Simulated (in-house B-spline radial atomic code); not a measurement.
# Au²⁺: ionisation energy by several methods

The task here is to estimate one member of a computed series from the others.

The numbers are computed with in-house B-spline radial atomic code version 1 (non-relativistic, several functionals, spin-polarised; spherical all-electron atom at the radial basis limit), except any that are marked as measured or tabulated.

**The system**

* element: gold (Z = 79)
* charge: +2
* electrons: 77
* configuration: [Xe] 4f14 5d9
* nucleus: point

The outer shells:

[Xe] 4f14 5d9
```
[Xe] core
4f [↑↓][↑↓][↑↓][↑↓][↑↓][↑↓][↑↓]
5d [↑↓][↑↓][↑↓][↑↓][↑ ]
```

Where spins are not typed, each open shell is filled with up spins first.

Set-up of the first run:

The run's settings:

```ini
Z = 79
electrons = 77.0
configuration = [Xe] 4f14 5d9
hamiltonian = nr
method = tpss,tpss
spin_polarised = True
```

Steps of the session up to this table: TPSS, a meta-GGA; revTPSS, a meta-GGA; M06-L, a meta-GGA; SCAN, a meta-GGA; PBE, a GGA; LDA (PW92).

One of the session's tables, all rows but one given; the rest of the session is left out.

| method | ΔSCF (eV) |
| --- | --- |
| LDA (PW92) | 34.575 |
| PBE | 34.239 |
| TPSS | 34.170 |
| revTPSS | 34.150 |
| M06-L | ? |
| SCAN | 34.307 |

Q: Estimate the row for M06-L from the others.

**Answer.** ΔSCF (eV): 33.936. In the column «ΔSCF (eV)» it is the lowest.

To keep in mind: Meta-GGA runs start from a PBE run whose iterations are not counted. These runs leave out relativity, which matters at this nuclear charge.
